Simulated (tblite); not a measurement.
# C7H10OSi: the cost of one run

Programs: tblite 0.8.0 and PySCF 2.14.0, with density-fitted response routines of our own. Each step states its level of theory. These are calculated values for one molecule in the gas phase, unless marked as measured. Atoms count from 0, in the outputs and in this text.

### Step 1. The molecule as given

19 atoms, charge 0, multiplicity 1; geometry from: force field or distance geometry start.

Bonds of the start (Å): C0–O1 1.43, O1–Si2 1.72, Si2–C3 1.85, C3–C4 1.39, C4–C5 1.39, C5–C6 1.38, C6–C7 1.38, C7–C8 1.38, C8–C3 1.38, C0–H9 1.12, C0–H10 1.08, C0–H11 1.13, Si2–H12 1.49, Si2–H13 1.48, C4–H14 1.08, C5–H15 1.08, C6–H16 1.10, C7–H17 1.09, C8–H18 1.10.

### Step 2. Relaxing the molecule with GFN2-xTB

What the job is given:

```
{"job": {"kind": "relax", "xc": "GFN2-xTB", "basis": "xTB"}, "charge": 0, "multiplicity": 1}
C      3.567000    -0.705200     0.101100
O      2.297300    -0.804400    -0.541200
Si     1.381100     0.542000     0.011200
C     -0.435700     0.221600    -0.041300
C     -0.990300    -1.004300     0.317500
C     -2.363400    -1.187600     0.255400
C     -3.141900    -0.120400    -0.148300
C     -2.617000     1.113000    -0.490800
C     -1.247300     1.262100    -0.433000
H      3.425400    -1.055400     1.157400
H      4.360800    -1.203800    -0.439000
H      3.840700     0.381400     0.210100
H      1.699900     0.849300     1.433500
H      1.705100     1.704100    -0.844800
H     -0.367800    -1.830800     0.629500
H     -2.843100    -2.120600     0.529200
H     -4.237500    -0.196400    -0.205800
H     -3.254100     1.936000    -0.811700
H     -0.789200     2.228500    -0.696600
```

Run with:

```
OMP_NUM_THREADS=1 python probes_run.py task.json out
```

One launch serves the whole session: the jobs run in the order shown.

**Question.** How long does this first job take on 1 thread of Arm Neoverse N1, shared host, and how much memory does it need?

About 1.9 s, with a peak of 0.18 GiB.
